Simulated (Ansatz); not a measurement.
**CH₂AlBF₂: small, medium and large basis sets**

One table from this session's results is given with a row withheld; the runs are named, their logs left out.

Program: Ansatz 0.2.0, Gaussian basis. Level of theory: one geometry, several basis sets. These are calculated values, not measurements.

Plan: PBE0-D4/def2-SVP; ωB97M-V/def2-SVP; PBE0-D4/def2-QZVPP; ωB97M-V/def2-QZVPP; the functionals' def2-TZVPP values are taken from earlier runs.

## Structure used throughout

All runs share one geometry, relaxed beforehand with PBE0-D4 in a triple-zeta def2 set.

7 atoms, charge 0, spin multiplicity 1.

Atoms are counted from 1 here; the program's logs count them from 0.

Bond lengths: F1–Al5 1.647 Å, C2–F3 1.316 Å, C2–B4 1.349 Å, C2–Al5 2.002 Å, B4–Al5 2.427 Å, B4–H6 1.174 Å, Al5–H7 1.570 Å. Angles: F3–C2–B4 151.8°, F3–C2–Al5 117.5°, B4–C2–Al5 90.7°, C2–B4–Al5 55.6°, C2–B4–H6 163.8°, Al5–B4–H6 108.2°, F1–Al5–C2 110.8°, F1–Al5–B4 144.5°, F1–Al5–H7 119.7°, C2–Al5–B4 33.8°, C2–Al5–H7 129.6°, B4–Al5–H7 95.8°.

The first run:

in.yaml

```yaml
crystal:
  periodic: [false, false, false]
  atoms:
    - {symbol: F, position_ang: [1.560840, -1.337441, -1.322275]}
    - {symbol: C, position_ang: [-0.503082, -0.611804, 0.743910]}
    - {symbol: F, position_ang: [-0.478491, -1.877825, 1.102833]}
    - {symbol: B, position_ang: [-0.963179, 0.650134, 0.866622]}
    - {symbol: Al, position_ang: [0.698731, -0.053540, -0.756261]}
    - {symbol: H, position_ang: [-1.151202, 1.799768, 0.724092]}
    - {symbol: H, position_ang: [0.897582, 1.362609, -1.404620]}
basis:
  gaussian: {orbitals: def2-SVP}
hamiltonian: {xc: pbe0, dispersion: d4}
output: {orbitals: {seedname: orbitals}}
```

Command:

```
$ ansatz run in.yaml --threads 2 --pin off --events-out ev --progress --plain --max-ram 4352MiB
```

Steps of the session up to this table: PBE0-D4 in def2-SVP; ωB97M-V in def2-SVP; PBE0-D4 in def2-QZVPP; ωB97M-V in def2-QZVPP.

One table of the session follows, with a row left open; its other results are not shown here.

It belongs to the step «Functionals by basis». 

```
functional       basis  HOMO (eV)  LUMO (eV)
   PBE0-D4    def2-SVP      -7.40      -2.00
   PBE0-D4  def2-TZVPP      -7.45      -2.10
   PBE0-D4  def2-QZVPP      -7.47      -2.13
   ωB97M-V    def2-SVP      -9.53       0.06
   ωB97M-V  def2-TZVPP      -9.61      -0.14
   ωB97M-V  def2-QZVPP          ?          ?
```

**Question.** Estimate the row for ωB97M-V, def2-QZVPP.

As computed: HOMO (eV): -9.64; LUMO (eV): -0.26. In the column «HOMO (eV)» it is the lowest.
